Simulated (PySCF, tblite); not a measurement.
# C3H8BFS: geometry, infrared bands and NMR shifts

Wanted: the infrared bands and NMR shifts of C3H8BFS (`CSBCCF`), by calculation.

Computed with tblite 0.8.0 and PySCF 2.14.0, with density-fitted response routines of our own, on a single molecule in the gas phase. Atoms count from 0, in the outputs and in this text.

## 1. The molecule as given

14 atoms, charge 0, multiplicity 1; geometry from: force field or distance geometry start.

Bonds of the start (Å): C0–S1 1.79, S1–B2 1.87, B2–C3 1.60, C3–C4 1.53, C4–F5 1.38, C0–H6 1.13, C0–H7 1.12, C0–H8 1.10, B2–H9 1.19, C3–H10 1.10, C3–H11 1.08, C4–H12 1.11, C4–H13 1.12.

## 2. Relaxing the molecule with GFN2-xTB

The job: settings as JSON, then the geometry in Å.

```
{"job": {"kind": "relax", "xc": "GFN2-xTB", "basis": "xTB"}, "charge": 0, "multiplicity": 1}
C      2.842900     0.161600     0.210600
S      1.676300    -1.180200    -0.014400
B     -0.031800    -0.848100     0.668100
C     -0.933100     0.406800     0.244800
C     -2.407100    -0.001400     0.331000
F     -3.253300     1.033900    -0.024700
H      3.515900     0.179500    -0.693300
H      3.530600     0.061700     1.093800
H      2.362700     1.151200     0.286400
H     -0.584300    -1.716700     1.257900
H     -0.787300     1.201500     0.997200
H     -0.710400     0.777200    -0.746400
H     -2.618600    -0.418700     1.339700
H     -2.603100    -0.808900    -0.412700
```

Run with:

```
OMP_NUM_THREADS=1 python probes_run.py task.json out
```

The driver reads the jobs from task.json and runs them one after another.

**Question.** This job is followed by: GFN2-xTB harmonic vibrations, gas phase; GIAO PBE0/pcSseg-1 NMR shielding, non-relativistic, gas phase. What will the session give for the following? strongest single infrared mode (GFN2-xTB); zero-point energy (GFN2-xTB); ¹³C shifts against TMS (PBE0/pcSseg-1); ¹H shifts against TMS (PBE0/pcSseg-1, means over atoms taken as alike); ³³S shifts against CS2 (PBE0/pcSseg-1); ¹¹B shifts against BF3·OEt2 (PBE0/pcSseg-1); ¹⁹F shifts against CFCl3 (PBE0/pcSseg-1).

As calculated:

| quantity | value |
| --- | --- |
| strongest single infrared mode (GFN2-xTB) | 1112 cm⁻¹, 105 km/mol |
| zero-point energy (GFN2-xTB) | 67.5 kcal/mol |
| ¹³C shifts against TMS (PBE0/pcSseg-1) | 86.5, 30.7, 18.0 ppm |
| ¹H shifts against TMS (PBE0/pcSseg-1, means over atoms taken as alike) | 6.86, 5.02, 2.27, 1.83 ppm |
| ³³S shifts against CS2 (PBE0/pcSseg-1) | 98 ppm |
| ¹¹B shifts against BF3·OEt2 (PBE0/pcSseg-1) | 67.6 ppm |
| ¹⁹F shifts against CFCl3 (PBE0/pcSseg-1) | -232.6 ppm |

**Reading.** Relaxing lowered the energy by 0.818 eV in 112 steps; the close pair that moved most is S1–B2, from 1.869 to 1.754 Å. All 36 modes are real, so the xTB geometry is a minimum. The strongest single mode, at 1112 cm⁻¹, has its largest shares on B2, H9, C3 and C4 (the list is cut at 4 atoms). Unscaled tight-binding wavenumbers are off by several per cent, some by more. Its intensities can rank the bands wrongly. C4 (sp3 CH2 bonded to F) lies farthest downfield among carbon, at 86.5 ppm; pulled downfield by the heteroatom. At PBE0/pcSseg-1: The widest tensor belongs to S1: span 444 ppm, with a paramagnetic part of -652 ppm.
